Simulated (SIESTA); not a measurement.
The system is InAg3.

```
CELL_PARAMETERS angstrom
1.55190 -2.59615 0.00000
1.55190 2.59615 0.00000
0.00000 0.00000 9.85995
ATOMIC_POSITIONS crystal
In 0.00000 0.00000 0.00000
Ag 0.50000 0.50000 0.25713
Ag 0.00000 0.00000 0.50000
Ag 0.50000 0.50000 0.74287
```

The cell comes from a database or a generator and needn't be the stable form of this composition.

```yaml
Program: SIESTA 5.4.2
Task: single point
Functional: PBEsol
Potentials_or_basis: PseudoDojo 0.4 standard (PBEsol files)
Basis: DZP (energy shift 0.003 Ry; two zetas on semicore shells)
Grid_cutoff: 800 Ry
Energy_shift: 0.003 Ry
k_mesh: 10 × 10 × 3
Occupations: fermi-dirac, width 0.05 eV
Spin: no spin polarisation
```

On this cell: pressure -5.7 GPa; largest force 0.124 eV/Å; band gap on the k mesh none (metal or under the smearing width).

The same run follows on a disturbed copy (atoms moved at random, drawn with an rms of 0.05 Å):

```xyz
4
Lattice="1.5519 -2.5962 0.0000 1.5519 2.5962 0.0000 0.0000 0.0000 9.8600" Properties=species:S:1:pos:R:3 pbc="T T T"
In   -0.0254   -0.0087    0.0156
Ag    1.5905   -0.0053    2.5281
Ag   -0.0297    0.0240    4.9341
Ag    1.5702   -0.0066    7.3402
```

What changes?

The energy (extrapolated to zero smearing) moves by +2.1 meV/atom; pressure -5.7 GPa; largest force 0.220 eV/Å; band gap on the k mesh none (metal or under the smearing width).

Forces in eV/Å, atoms in the order of the input:
```
In   0.059 -0.001 -0.054
Ag  -0.100 -0.005  0.197
Ag   0.109  0.012  0.006
Ag  -0.067 -0.006 -0.148
```

Stress tensor (GPa, compression positive):
```
-5.02  0.00  0.02
 0.00 -6.36  0.00
 0.02  0.00 -5.74
```

Caveats: short orbitals over semicore shells can move pressures by several GPa; the basis of atomic orbitals isn't converged, which shifts pressures, moduli and gaps.
